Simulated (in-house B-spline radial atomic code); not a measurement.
**Xe⁴⁺: highest level by several methods**

In exact Kohn-Sham theory the highest occupied level equals minus the energy to remove an electron. How near do common methods come for Xe⁴⁺?

The numbers are computed with in-house B-spline radial atomic code version 1 (scalar-relativistic (X2C), several functionals, spin-polarised; spherical all-electron atom at the radial basis limit), except any that are marked as measured or tabulated.

## (1) Starting point

* element: xenon (Z = 54)
* charge: +4
* electrons: 50
* configuration: [Kr] 4d10 5s2 5p2
* nucleus: Fermi, rms radius 4.786 fm

The outer shells:

[Kr] 4d10 5s2 5p2
```
[Kr] core
4d [↑↓][↑↓][↑↓][↑↓][↑↓]
5s [↑↓]
5p [↑ ][↑ ][  ]
```

Where spins are not typed, each open shell is filled with up spins first.

## (2) RPBE, a GGA

The run's settings:

```ini
Z = 54
electrons = 50.0
configuration = [Kr] 4d10 5s2 5p2
hamiltonian = x2c
method = rpbe,pbe
spin_polarised = True
nucleus = fermi
rms_radius = 4.7859
mass_number = 132
atomic_mass = 131.90415508346
speed_of_light = 137.035999084
```

## (3) LDA (VWN5)

Changes to the settings of step 2:

```diff
@@ -4,3 +4,3 @@
 hamiltonian = x2c
-method = rpbe,pbe
+method = lda,vwn
 spin_polarised = True
```

## (4) r2SCAN, a meta-GGA

Changes to the settings of step 3:

```diff
@@ -4,3 +4,3 @@
 hamiltonian = x2c
-method = lda,vwn
+method = r2scan
 spin_polarised = True
```

## (5) Hartree-Fock

Changes to the settings of step 4:

```diff
@@ -4,3 +4,3 @@
 hamiltonian = x2c
-method = r2scan
+method = hf
 spin_polarised = True
```

## (6) M06-L, a meta-GGA

Changes to the settings of step 5:

```diff
@@ -4,3 +4,3 @@
 hamiltonian = x2c
-method = hf
+method = m06l
 spin_polarised = True
```

## (7) PBE, a GGA

Changes to the settings of step 6:

```diff
@@ -4,3 +4,3 @@
 hamiltonian = x2c
-method = m06l
+method = pbe,pbe
 spin_polarised = True
```

The tabulated ionisation energy is 54.1 ± 0.5 eV (semi-empirical; NIST Atomic Spectra Database). What does each method give, and which comes nearest?

The runs gave:

| method | rung | total energy (hartree) | −ε highest (eV) | −ε less tabulated (eV) |
| --- | --- | --- | --- | --- |
| LDA (VWN5) | LDA | -7435.9157 | 48.938 (5p up) | -5.162 |
| RPBE | GGA | -7442.5819 | 48.708 (5p up) | -5.392 |
| PBE | GGA | -7442.1873 | 48.749 (5p up) | -5.351 |
| r2SCAN | meta-GGA | -7442.6020 | 49.153 (5p up) | -4.947 |
| M06-L | meta-GGA | -7442.4906 | 48.317 (5p up) | -5.783 |
| Hartree-Fock | Hartree-Fock | -7439.7507 | 53.780 (5p up) | -0.320 |

What this shows: Against the tabulated ionisation energy, 54.1 ± 0.5 eV (semi-empirical; NIST Atomic Spectra Database), the best here is Hartree-Fock (-0.320 eV) and the worst M06-L (-5.783 eV, or 11 %). Mean absolute error by rung (exchange-only levels left out): LDA 5.16 eV, GGA 5.37 eV, meta-GGA 5.37 eV, Hartree-Fock 0.32 eV. Relativistic terms that these runs lack can be as large as the gaps between close methods, so the nearest may be so by luck. PBE is off by -5.351 eV. Spin-orbit coupling is left out. Open shells are averaged (over orientations, and over spins where the run is restricted), while tables refer to the lowest levels. Every semilocal functional puts the level too high: its potential dies off too fast far from the nucleus, because each electron partly repels itself. A difference of total energies usually does far better than −ε.

Members of this set that are not shown: 4 used exact exchange with fractional occupations of an open shell, which is unsound here.
